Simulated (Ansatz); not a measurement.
# C₂H₁₀Si₃: one species, many methods

An exercise on one series of results from a longer session: the logs are not shown, and one member is left open.

The runs use Ansatz 0.2.0, Gaussian basis; functionals in def2-TZVPP, the program's frozen cores in correlated methods.

Plan: PBE-D4, r2SCAN-D4, PBE0-D4, B3LYP-D4, ωB97X-V, ωB97M-V, B2PLYP; CCSD(T)/def2-TZVPP; MP2/def2-QZVPP; extrapolation to the limit.

### Structure used throughout

The geometry comes from an earlier relaxation with PBE0-D4 in a triple-zeta def2 set; it is a stationary point, not always the lowest conformer.

SMILES `C=C([SiH3])[SiH2][SiH3]`, 15 atoms, charge 0, spin multiplicity 1.

Atoms are counted from 1 here; the program's logs count them from 0.

Bond lengths: C1–C2 1.337 Å, C1–H6 1.089 Å, C1–H7 1.089 Å, C2–Si3 1.866 Å, C2–Si4 1.869 Å, Si3–H8 1.487 Å, Si3–H9 1.488 Å, Si3–H10 1.488 Å, Si4–Si5 2.343 Å, Si4–H11 1.491 Å, Si4–H12 1.491 Å, Si5–H13 1.488 Å, Si5–H14 1.488 Å, Si5–H15 1.488 Å. Angles: C2–C1–H6 122.3°, C2–C1–H7 122.2°, H6–C1–H7 115.4°, C1–C2–Si3 119.4°, C1–C2–Si4 119.6°, Si3–C2–Si4 121.0°, C2–Si3–H8 109.3°, C2–Si3–H9 110.4°, C2–Si3–H10 110.5°, H8–Si3–H9 109.4°, H8–Si3–H10 109.6°, H9–Si3–H10 107.5°, C2–Si4–Si5 111.0°, C2–Si4–H11 109.0°, C2–Si4–H12 110.1°, Si5–Si4–H11 109.9°, Si5–Si4–H12 108.2°, H11–Si4–H12 108.7° and more.

Set-up of the first run:

The input, in.yaml:

```yaml
crystal:
  periodic: [false, false, false]
  atoms:
    - {symbol: C, position_ang: [-2.162021, -0.391691, 0.003088]}
    - {symbol: C, position_ang: [-0.840547, -0.552551, -0.124365]}
    - {symbol: Si, position_ang: [-0.143734, -1.149879, -1.748771]}
    - {symbol: Si, position_ang: [0.281239, -0.146483, 1.314098]}
    - {symbol: Si, position_ang: [1.663427, 1.677445, 0.810122]}
    - {symbol: H, position_ang: [-2.620022, -0.045875, 0.928449]}
    - {symbol: H, position_ang: [-2.853669, -0.599420, -0.811909]}
    - {symbol: H, position_ang: [-1.259072, -1.403348, -2.699683]}
    - {symbol: H, position_ang: [0.776045, -0.132024, -2.325666]}
    - {symbol: H, position_ang: [0.637956, -2.400329, -1.552481]}
    - {symbol: H, position_ang: [-0.555497, 0.165930, 2.507410]}
    - {symbol: H, position_ang: [1.149793, -1.315556, 1.631589]}
    - {symbol: H, position_ang: [2.556888, 1.355008, -0.335297]}
    - {symbol: H, position_ang: [2.508291, 2.025788, 1.985043]}
    - {symbol: H, position_ang: [0.839025, 2.862186, 0.447876]}
basis:
  gaussian: {orbitals: def2-TZVPP}
hamiltonian: {xc: pbe, dispersion: d4}
output: {forces: true, orbitals: {seedname: orbitals}}
```

Command:

```bash
> ansatz run in.yaml --threads 2 --pin off --events-out ev --progress --plain --max-ram 22528MiB --backend cuda --devices 0, --max-vram 18GiB
```

Among the steps run: PBE-D4 (GGA); r2SCAN-D4 (meta-GGA); PBE0-D4 (hybrid); B3LYP-D4 (hybrid); ωB97X-V (range-separated); ωB97M-V (range-separated); B2PLYP (double hybrid); CCSD(T) in def2-TZVPP; MP2 in def2-QZVPP.

One of the session's tables, all rows but one given; the rest of the session is left out.

| method | atomisation energy (kJ/mol) |
| --- | --- |
| PBE-D4 | 5002.6 |
| r2SCAN-D4 | ? |
| PBE0-D4 | 4977.7 |
| B3LYP-D4 | 5009.7 |
| ωB97X-V | 5035.7 |
| ωB97M-V | 5008.4 |
| B2PLYP | 4937.1 |
| HF/def2-TZVPP | 3815.5 |
| MP2/def2-TZVPP | 4879.1 |
| CCSD/def2-TZVPP | 4834.6 |
| CCSD(T)/def2-TZVPP | 4889.3 |
| MP2/CBS | 4997.9 |
| CCSD(T)/CBS | 5008.1 |

Estimate the missing values for r2SCAN-D4.

The run gave: atomisation energy (kJ/mol): 5005.6. In the column «atomisation energy (kJ/mol)» it lies between PBE-D4 (5002.6) and CCSD(T)/CBS (5008.1).

Caveats from the session: Free atoms (2 C, 3 Si, 10 H) were run apart at each level; the atomisation energy is their sum less the molecule, without zero-point or spin-orbit terms.
